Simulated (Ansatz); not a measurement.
# ZrB2: stress in a strained cell

ZrB2 is deformed so: equal xy, yz and zx engineering shear strains of -1 %. What stress and forces result, by LAPW, PAW and all-electron datasets made for the crystal?

Program: Ansatz 0.2.0. Level of theory: DFT LDA, scalar-relativistic. These are calculated values, not measurements.

## 1. Starting point

The structure is hexagonal, space group P6/mmm (No. 191). Conventional cell: a = 3.165 Å, b = 3.165 Å, c = 3.520 Å, α = 90.00°, β = 90.00°, γ = 120.00°. Zr (site symmetry 6/mmm) has 12 B at 2.54 Å as nearest neighbours. Around B (site symmetry -6m2) lie 3 B at 1.83 Å and 6 Zr at 2.54 Å.

As a file:

```
CELL_PARAMETERS angstrom
3.16500 0.00000 0.00000
-1.58250 2.74097 0.00000
0.00000 0.00000 3.52000
ATOMIC_POSITIONS crystal
Zr 0.00000 0.00000 0.00000
B 0.33333 0.66667 0.50000
B 0.66667 0.33333 0.50000
```

Atoms are numbered in the order of the input: Zr1, B2, B3.

## 2. The deformed structure

Space group P6/mmm before, P-1 after.

## 3. All-electron LAPW

File input.yaml:

```yaml
crystal:
  lattice:
    - [3.1649998255, -0.0158249991, -0.0158249991]
    - [-1.5962047641, 2.7488827515, -0.0057923517]
    - [-0.0176, -0.0176, 3.52]
  atoms:
    - { symbol: Zr, position: [0.0, 0.0, 0.0] }
    - { symbol: B, position: [0.3333333333, 0.6666666667, 0.5] }
    - { symbol: B, position: [0.6666666667, 0.3333333333, 0.5] }
kpoints:
  mp_grid: { grid: [12, 12, 9] }
  band_path:
    path:
      - [0.0, 0.0, 0.0]
      - [0.0, 0.0, 0.5]
      - [-0.5, 0.5, 0.0]
      - [0.0, 0.0, 0.0]
      - [0.0, -0.5, 0.0]
      - [-0.5, 0.0, 0.5]
      - [0.0, 0.0, 0.0]
      - [-0.5, 0.0, 0.0]
      - [0.0, -0.5, 0.5]
    npoints: 5
scf:
  occupations: { method: fermi_dirac, width: 0.05 }
hamiltonian:
  xc: lda
  pseudopotentials: { kind: all_electron, lapw: { basis_error: 0.001 } }
output:
  forces: true
  stress: true
  eigenvalues: true
```

Started as:

```
> ansatz run input.yaml --threads 1 --pin off --max-ram 6144MiB --backend cpu --events-out ev --progress --plain --runs-dir out
```

The log of the run, shortened:

```text
LAPW: plane waves up to 8.688 Å⁻¹, error target 1.0e-3 eV per atom; small_component_spin mean_spin; B in spheres of 0.910 Å, 5 of its electrons in bands, Dirac shells []; Zr in spheres of 1.230 Å, 30 of its electrons in bands, Dirac shells []
[...]
Pseudopotentials: kind: all_electron
Pseudopotential: Zr, LAPW, valence charge 30, Koelling and Harmon's equation, gaussian nucleus
Pseudopotential: B, LAPW, valence charge 5, Koelling and Harmon's equation, gaussian nucleus
Functional definition: SPW92
[...]
Crystal: 3 atoms, lattice volume = 30.534 Å³
Basis set: ecut = 287.6126548131423 eV, 351 PW (Γ), exchange–correlation at level 2
Bands: 24, of which v1, the nominal top of the filled ones, is band 20 counted from 1 (19 counted from 0)
Symmetry: 2 space group operations
Space group: P-1 (ITA 2), of the structure as read, at distance tolerance 3.1e-5 Å
k-points: 650 of 1296
[...]
SCF iter   1: F=—  HF=-99165.493951 eV  |F-HF|=—  |Δ(HF+E_count)|=         —  Δρ=7.46e-2  dr2=3.38e0  ethr=8.44e-3  ⟨swp⟩=2.0  Hψ=102417  notcnv=0
[...]
the basis was enlarged: its passes take 35.0 KiB over the memory plan, 1 of 1 planned eigensolver slots
[...]
SCF iter   7: F=-99164.278367 eV  HF=-99164.278367 eV  |F-HF|=4.20e-8  |Δ(HF+E_count)|=   5.78e-6  Δρ=9.76e-6  dr2=2.93e-8  ethr=1.25e-8  ⟨swp⟩=3.0  Hψ=45847  notcnv=0
[...]
NSCF: frozen V_eff on 41 k-points
SCF converged after 7 iterations
Free energy (F): -99164.278367 eV
[...]
E sigma→0 (E₀):  -99164.277419 eV
Entropy (-TS):   -0.001896 eV (-0.632 meV/atom)
Fermi energy:    17.208082 eV
[...]
--- Forces (eV/Å), atoms counted from 1 ---
  atom   1  Zr     0.00000000     0.00000000     0.00000000
  atom   2  B     -0.02284908     0.00104712    -0.00199970
  atom   3  B      0.02284908    -0.00104712     0.00199970
[...]
--- Stress (GPa, compression-positive) ---
       -7.626437       2.619314       2.530923
        2.619314      -7.635713       2.530225
        2.530923       2.530225      -6.317660
  P = ⅓ Tr σ = -7.1933 GPa (-71.933 kbar)
--- Band table (eV; the first three rows and the last of 650) ---
  k-point 0: bands = ["-379.9076", "-293.5137", "-293.4963", "-293.4943", "-153.9454", "-153.9350", "-151.3235", "-151.3206", "-151.3190", "-151.3056", "-151.3053", "-31.3237", "-9.5710", "-9.0107", "-8.9915", "4.5344", "14.4284", "14.5158", "14.5629", "14.8592", "20.5053", "20.5444", [...]
[...]
```

Wall time 1.9 min (1 thread of Arm Neoverse V1, shared host); peak memory 1.4 GiB.

In short: pressure -7.19 GPa; no gap; largest force 0.023 eV/Å.

## 4. PAW on the default files

File input.yaml:

```yaml
crystal:
  lattice:
    - [3.1649998255, -0.0158249991, -0.0158249991]
    - [-1.5962047641, 2.7488827515, -0.0057923517]
    - [-0.0176, -0.0176, 3.52]
  atoms:
    - { symbol: Zr, position: [0.0, 0.0, 0.0] }
    - { symbol: B, position: [0.3333333333, 0.6666666667, 0.5] }
    - { symbol: B, position: [0.6666666667, 0.3333333333, 0.5] }
kpoints:
  mp_grid: { grid: [12, 12, 9] }
scf:
  occupations: { method: fermi_dirac, width: 0.05 }
hamiltonian:
  xc: lda
  pseudopotentials: { kind: paw }
output:
  forces: true
  stress: true
  eigenvalues: true
  efg: { contact_densities: true }
```

Started as:

```
> ansatz run input.yaml --threads 1 --pin off --max-ram 6144MiB --backend cpu --events-out ev --progress --plain --runs-dir out
```

The log of the run, shortened:

```text
Zr: output.efg is read without spin–orbit coupling, which moves field gradients at and beside such atoms by some per cent and up to a factor of two; PAW files take it under magnetization.noncollinear and magnetization.spin_orbit
[...]
Pseudopotentials: kind: paw
Pseudopotential: Zr, paw, valence charge 12, recommended cutoff 420 eV (normal)
Pseudopotential: B, paw, valence charge 3, recommended cutoff 420 eV (normal)
[... 1 set-up line as earlier in the session ...]
[...]
Crystal: 3 atoms, lattice volume = 30.534 Å³
Basis set: ecut = 420 eV, 569 PW (Γ)
Bands: 13, of which v1, the nominal top of the filled ones, is band 9 counted from 1 (8 counted from 0)
[... 2 set-up lines as earlier in the session ...]
k-points: 650 of 1296
[...]
--- Stress (GPa, compression-positive) ---
       -7.603744       2.618476       2.529285
        2.618476      -7.612852       2.528664
        2.529285       2.528664      -6.359136
  P = ⅓ Tr σ = -7.1919 GPa (-71.919 kbar)
--- PAW observables at the nuclei: V_zz in 10²¹ V/m², potentials from the cell's mean, atoms counted from 1 ---
  atom   1  Zr V_zz =    +5.008184   η = 0.2655   by run symmetry: allowed
            electrostatic potential = -5930.629030 V   contact ρ = 488369.600146 e/Å³
  atom   2  B  V_zz =    -0.090768   η = 0.5276   by run symmetry: allowed
            electrostatic potential = -332.947033 V   contact ρ = 475.391229 e/Å³
  atom   3  B  V_zz =    -0.090768   η = 0.5276   by run symmetry: allowed
            electrostatic potential = -332.947033 V   contact ρ = 475.391229 e/Å³
--- Band table (eV; the first three rows and the last of 650) ---
  k-point 0: bands = ["-32.8290", "-11.0752", "-10.5141", "-10.4949", "3.0351", "12.9318", "13.0184", "13.0653", "13.3618", "19.0046", "19.0436", "19.8094", "19.8801"]
[...]
```

Wall time 14 s (1 thread of Arm Neoverse V1, shared host); peak memory 0.54 GiB.

This run gives: pressure -7.19 GPa; no gap; largest force 0.023 eV/Å; Vzz Zr1 5.01 (η = 0.27), B2 -0.09 (η = 0.53) (10²¹ V/m²).

## 5. Datasets made for this crystal

input.yaml: that of step 4 with these lines changed.

```diff
@@ -15,3 +15,3 @@
   xc: lda
-  pseudopotentials: { kind: paw }
+  pseudopotentials: { kind: all_electron, datasets: crystal }
 output:
```

Started as:

```
> ansatz run input.yaml --threads 1 --pin off --max-ram 6144MiB --backend cpu --events-out ev --progress --plain --runs-dir out
```

The log of the run, shortened:

```text
[...]
Zr: output.efg is read without spin–orbit coupling, which moves field gradients at and beside such atoms by some per cent and up to a factor of two; PAW files take it under magnetization.noncollinear and magnetization.spin_orbit
[...]
[... 1 set-up line as earlier in the session ...]
Pseudopotential: Zr, paw, valence charge 12, recommended cutoff 320 eV (normal), Koelling and Harmon's equation, gaussian nucleus
Pseudopotential: B, paw, valence charge 3, recommended cutoff 320 eV (normal), Koelling and Harmon's equation, gaussian nucleus
[... 1 set-up line as earlier in the session ...]
[...]
Crystal: 3 atoms, lattice volume = 30.534 Å³
Basis set: ecut = 320 eV, 391 PW (Γ)
Bands: 13, of which v1, the nominal top of the filled ones, is band 9 counted from 1 (8 counted from 0)
[... 2 set-up lines as earlier in the session ...]
k-points: 650 of 1296
[...]
  atom   3  B      0.02286553    -0.00104747     0.00199914
[...]
--- Stress (GPa, compression-positive) ---
       -7.627904       2.619407       2.531117
        2.619407      -7.637126       2.530414
        2.531117       2.530414      -6.317219
  P = ⅓ Tr σ = -7.1941 GPa (-71.941 kbar)
--- PAW observables at the nuclei: V_zz in 10²¹ V/m², potentials from the cell's mean, atoms counted from 1 ---
  atom   1  Zr V_zz =    +5.054445   η = 0.2658   by run symmetry: allowed
            electrostatic potential = -5926.484006 V   contact ρ = 488426.499778 e/Å³
  atom   2  B  V_zz =    -0.100374   η = 0.8521   by run symmetry: allowed
            electrostatic potential = -330.984982 V   contact ρ = 475.420901 e/Å³
  atom   3  B  V_zz =    -0.100374   η = 0.8521   by run symmetry: allowed
            electrostatic potential = -330.984982 V   contact ρ = 475.420901 e/Å³
--- Band table (eV; the first three rows and the last of 650) ---
  k-point 0: bands = ["-31.3233", "-9.5705", "-9.0105", "-8.9914", "4.5344", "14.4283", "14.5158", "14.5629", "14.8591", "20.5054", "20.5445"]
[...]
```

Run time: 60 s. Hardware: 1 thread of Arm Neoverse V1, shared host; peak memory 1.1 GiB.

In short: pressure -7.19 GPa; no gap; largest force 0.023 eV/Å; Vzz Zr1 5.05 (η = 0.27), B2 -0.10 (η = 0.85) (10²¹ V/m²).

## 6. Side by side

Stress (GPa, compression positive):

| method | xx | yy | zz | yz | xz | xy |
| --- | --- | --- | --- | --- | --- | --- |
| LAPW | -7.63 | -7.64 | -6.32 | 2.53 | 2.53 | 2.62 |
| PAW | -7.60 | -7.61 | -6.36 | 2.53 | 2.53 | 2.62 |
| crystal datasets | -7.63 | -7.64 | -6.32 | 2.53 | 2.53 | 2.62 |

Forces (eV/Å):

| atom | LAPW x | LAPW y | LAPW z | PAW x | PAW y | PAW z | crystal datasets x | crystal datasets y | crystal datasets z |
| --- | --- | --- | --- | --- | --- | --- | --- | --- | --- |
| Zr1 | 0.000 | 0.000 | 0.000 | 0.000 | 0.000 | 0.000 | 0.000 | 0.000 | 0.000 |
| B2 | -0.023 | 0.001 | -0.002 | -0.023 | 0.001 | -0.002 | -0.023 | 0.001 | -0.002 |
| B3 | 0.023 | -0.001 | 0.002 | 0.023 | -0.001 | 0.002 | 0.023 | -0.001 | 0.002 |

```
          method  pressure (GPa)  largest force (eV/Å)  Vzz Zr1 (10²¹ V/m²)  Vzz B2 (10²¹ V/m²)  SCF cycles, all passes
            LAPW           -7.19                 0.023                    –                   –                       7
             PAW           -7.19                 0.023                 5.01               -0.09                       6
crystal datasets           -7.19                 0.023                 5.05               -0.10                       9
```

## 7. Summary of results

```
                                 quantity                                              value
                                 pressure  LAPW -7.19, PAW -7.19, crystal datasets -7.19 GPa
largest shear or deviatoric stress (LAPW)                                           2.62 GPa
```

The largest part of the stress beyond the pressure is 2.62 GPa in size, in the xy component; the atoms are carried along and not relaxed. No run of the undeformed cell stands beside it, so the pressure holds what the given cell had before the change. PAW: stress within 0.04 GPa of LAPW, forces within 1 meV/Å. Crystal datasets: stress within 0.01 GPa of LAPW, forces within 1 meV/Å.
